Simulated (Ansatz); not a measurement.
# Ru (diamond type): how the settings move a single-point run

Question: which choices in the input matter for Ru (diamond type)?

Method: reference: DFT, LDA, all-electron LAPW, scalar-relativistic, in Ansatz 0.2.0.

## Step 1: The structure to begin with

Symmetry: Fd-3m, No. 227, cubic system. Conventional cell: a = 3.947 Å, b = 3.947 Å, c = 3.947 Å, α = 90.00°, β = 90.00°, γ = 90.00°. Ru (site symmetry -43m) has 4 Ru at 1.71 Å in its first shell of neighbours.

As a file:

```cif
data_structure
_symmetry_space_group_name_H-M 'Fd-3m:1'
_symmetry_Int_Tables_number 227
_cell_length_a 3.9465
_cell_length_b 3.9465
_cell_length_c 3.9465
_cell_angle_alpha 90.000
_cell_angle_beta 90.000
_cell_angle_gamma 90.000
_cell_volume 61.47
loop_
_atom_site_label
_atom_site_type_symbol
_atom_site_symmetry_multiplicity
_atom_site_Wyckoff_symbol
_atom_site_fract_x
_atom_site_fract_y
_atom_site_fract_z
_atom_site_occupancy
Ru1 Ru 8 b 0.00000 0.50000 0.00000 1
```

## Step 2: The reference run

File input.yaml:

```yaml
crystal:
  lattice:
    - [0.0, 1.9732738973, 1.9732738973]
    - [1.9732738973, 0.0, 1.9732738973]
    - [1.9732738973, 1.9732738973, 0.0]
  atoms:
    - { symbol: Ru, position: [-0.125, -0.125, -0.125] }
    - { symbol: Ru, position: [0.125, 0.125, 0.125] }
kpoints:
  mp_grid: { grid: [13, 13, 13] }
  band_path:
    path:
      - [0.0, 0.0, 0.0]
      - [0.5, 0.0, 0.5]
      - [0.625, 0.25, 0.625]
      - [0.375, 0.375, 0.75]
      - [0.0, 0.0, 0.0]
      - [0.5, 0.5, 0.5]
      - [0.5, 0.25, 0.75]
      - [0.5, 0.0, 0.5]
    npoints: 8
scf:
  occupations: { method: fermi_dirac, width: 0.1 }
hamiltonian:
  xc: lda
  pseudopotentials: { kind: all_electron, lapw: { basis_error: 0.001 } }
output:
  forces: true
  stress: true
  eigenvalues: true
  populations: true
  dos: { projected: true, de: 0.2, e_range: [-14, 8] }
```

Launch:

```
$ ansatz run input.yaml --threads 1 --pin off --max-ram 2048MiB --backend cpu --events-out ev --progress --plain --runs-dir out
```

## Step 3: Variant: mp_grid.shift [0.5, 0.5, 0.5]

input.yaml, as its differences from that of step 2:

```diff
@@ -9,3 +9,3 @@
 kpoints:
-  mp_grid: { grid: [13, 13, 13] }
+  mp_grid: { grid: [13, 13, 13], shift: [0.5, 0.5, 0.5] }
   band_path:
@@ -31,2 +31 @@
   populations: true
-  dos: { projected: true, de: 0.2, e_range: [-14, 8] }
```

Before running it: what results should come out? Wanted: for each run, ending; energy change; pressure; gap; force.

As calculated:

```tsv
run	ending	energy change	pressure (GPa)	gap (eV)	force (eV/Å)	cycles	time
reference	converged	0	1285.2	0.00	0.00	7	61 s
1: mp_grid.shift [0.5, 0.5, 0.5]	converged	+0.9 meV/atom	1285.2	0.00	0.07	7	2.4 min
```

Times don't compare one to one where runs were asked for different outputs or read a saved state (see the inputs); cycles may leave out searches for a lower state.

Residual by cycle in the longest SCF loop of each run; runs are numbered as in the table. The quantity is the density residual dr2, in eV.

```tsv
cycle	reference	run 1
1	0.623	0.624
2	0.147	0.149
3	0.0292	0.0296
4	2.7e-4	2.8e-4
5	3.2e-5	3.3e-5
6	1.6e-6	1.5e-6
7	9.1e-9	1.2e-8
```

What this shows: Changing the k-point mesh moves the energy by +0.9 meV/atom, and the largest force goes from 0.00 to 0.07 eV/Å. Sampling errors of the energy have no fixed sign. The structure is not at rest: the sound run finds 1285 GPa, so these are no properties of the relaxed crystal. 
